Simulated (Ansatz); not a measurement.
# TaCl3O: how energies converge with the basis set

An exercise on one series of results from a longer session: the logs are not shown, and one member is left open.

Computed with Ansatz 0.2.0, Gaussian basis. Level: one geometry, several basis sets.

The runs, in order: PBE0-D4/def2-SVP; ωB97M-V/def2-SVP; PBE0-D4/def2-QZVPP; ωB97M-V/def2-QZVPP; the functionals' def2-TZVPP values are taken from earlier runs.

1 further run of the same task is left out (for a known fault of the program).

## The geometry

The geometry comes from an earlier relaxation with PBE0-D4 in a triple-zeta def2 set; it is a stationary point. Ta takes the def2 core potential; no spin-orbit term is included.

SMILES `[O]=[Ta]([Cl])([Cl])[Cl]`, 5 atoms, charge 0, spin multiplicity 1.

Atoms are counted from 1 here; the program's logs count them from 0.

Bond lengths: O1–Ta2 1.701 Å, Ta2–Cl3 2.281 Å, Ta2–Cl4 2.281 Å, Ta2–Cl5 2.281 Å. Angles: O1–Ta2–Cl3 107.5°, O1–Ta2–Cl4 107.5°, O1–Ta2–Cl5 107.5°, Cl3–Ta2–Cl4 111.3°, Cl3–Ta2–Cl5 111.3°, Cl4–Ta2–Cl5 111.3°.

The first run:

in.yaml

```yaml
crystal:
  periodic: [false, false, false]
  atoms:
    - {symbol: O, position_ang: [-0.851452, 0.089789, 1.537786]}
    - {symbol: Ta, position_ang: [-0.025048, -0.010517, 0.054626]}
    - {symbol: Cl, position_ang: [1.630251, -1.562077, 0.293886]}
    - {symbol: Cl, position_ang: [-1.535871, -0.646154, -1.532189]}
    - {symbol: Cl, position_ang: [0.832019, 2.055258, -0.395508]}
basis:
  gaussian: {orbitals: def2-SVP}
hamiltonian: {xc: pbe0, dispersion: d4}
output: {orbitals: {seedname: orbitals}}
```

Started as:

```bash
> ansatz run in.yaml --threads 4 --pin off --events-out ev --progress --plain --max-ram 10444MiB
```

Among the steps run: PBE0-D4 in def2-SVP; ωB97M-V in def2-SVP; PBE0-D4 in def2-QZVPP; ωB97M-V in def2-QZVPP.

One table of the session follows, with a row left open; its other results are not shown here.

```
functional       basis  HOMO (eV)  LUMO (eV)
   PBE0-D4    def2-SVP          ?          ?
   PBE0-D4  def2-TZVPP      -9.76      -2.76
   PBE0-D4  def2-QZVPP      -9.77      -2.78
   ωB97M-V    def2-SVP     -12.03      -0.63
   ωB97M-V  def2-TZVPP     -12.01      -0.68
   ωB97M-V  def2-QZVPP     -12.04      -0.72
```

Q: Estimate the row for PBE0-D4, def2-SVP from the others.

**Answer.** HOMO (eV): -9.82; LUMO (eV): -2.75. In the column «HOMO (eV)» it lies between ωB97M-V, def2-TZVPP (-12.01) and PBE0-D4, def2-QZVPP (-9.77).
